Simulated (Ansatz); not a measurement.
# B6C: the cost of one run

Computed with Ansatz 0.2.0 (DFT PBE, scalar-relativistic, plane waves, PAW, unless a step names another level, unless a step's input says otherwise).

3 further runs of the same task are left out: 1 that didn't finish, 2 set aside as unsound or not needed. Runs told in other sessions of the task aren't counted.

## Step 1: Starting point

It takes space group P4/mmm (No. 123, tetragonal). The conventional cell has a = 2.901 Å, b = 2.901 Å, c = 5.761 Å, α = 90.00°, β = 90.00°, γ = 90.00°. B (site symmetry 2mm) has 2 B at 1.71 Å and 2 C at 1.84 Å in its first shell of neighbours. Around B (site symmetry 4mm) lie 5 B at 1.70 to 1.71 Å. C (site symmetry 4/mmm) is surrounded by 8 B at 1.84 Å.

As a file:

```xyz
7
Lattice="2.9014 0.0000 0.0000 0.0000 2.9014 0.0000 0.0000 0.0000 5.7614" Properties=species:S:1:pos:R:3 pbc="T T T"
B     0.0000    1.4507    1.7488
B     1.4507    0.0000    1.7488
B     0.0000    1.4507    4.0126
B     1.4507    0.0000    4.0126
B     0.0000    0.0000    0.8521
B     0.0000    0.0000    4.9093
C     1.4507    1.4507    2.8807
```

It came out lowest among 31 distinct ends of the trial cells. At a tolerance of 0.05 Å it has space group P4/mmm (No. 123).

## Step 2: Tight relaxation for the response runs, on the response runs' mesh and smearing

The input, input.yaml:

```yaml
crystal:
  lattice:
    - [2.9013577081, 0.0, 0.0]
    - [0.0, 2.9013577081, 0.0]
    - [0.0, 0.0, 5.7614339412]
  atoms:
    - { symbol: B, position: [0.0, 0.5, 0.3035369335] }
    - { symbol: B, position: [0.5, 0.0, 0.3035369335] }
    - { symbol: B, position: [0.0, 0.5, 0.6964630665] }
    - { symbol: B, position: [0.5, 0.0, 0.6964630665] }
    - { symbol: B, position: [0.0, 0.0, 0.1478984011] }
    - { symbol: B, position: [0.0, 0.0, 0.8521015989] }
    - { symbol: C, position: [0.5, 0.5, 0.5] }
basis:
  ecutwfc: 420
kpoints:
  mp_grid: { grid: [12, 12, 6] }
hamiltonian:
  xc: pbe
scf:
  occupations: { method: gaussian, width: 0.1 }
output:
  forces: true
  stress: true
  eigenvalues: true
  write_density: true
  write_potential: true
  elf: true
  volumetric_format: npy
relax:
  adjacent_minimum: "off"
  f_tol: 0.001
  max_steps: 60
  cell: { stress_tol: 0.01 }
```

Launch:

```sh
$ ansatz run input.yaml --threads 3 --pin off --max-ram 7680MiB --backend cpu --events-out ev --progress --plain --runs-dir out
```

Q: Estimate wall time and peak memory on 3 threads of Arm Neoverse N1, shared host.

About 28 s, with a peak of 0.39 GiB.
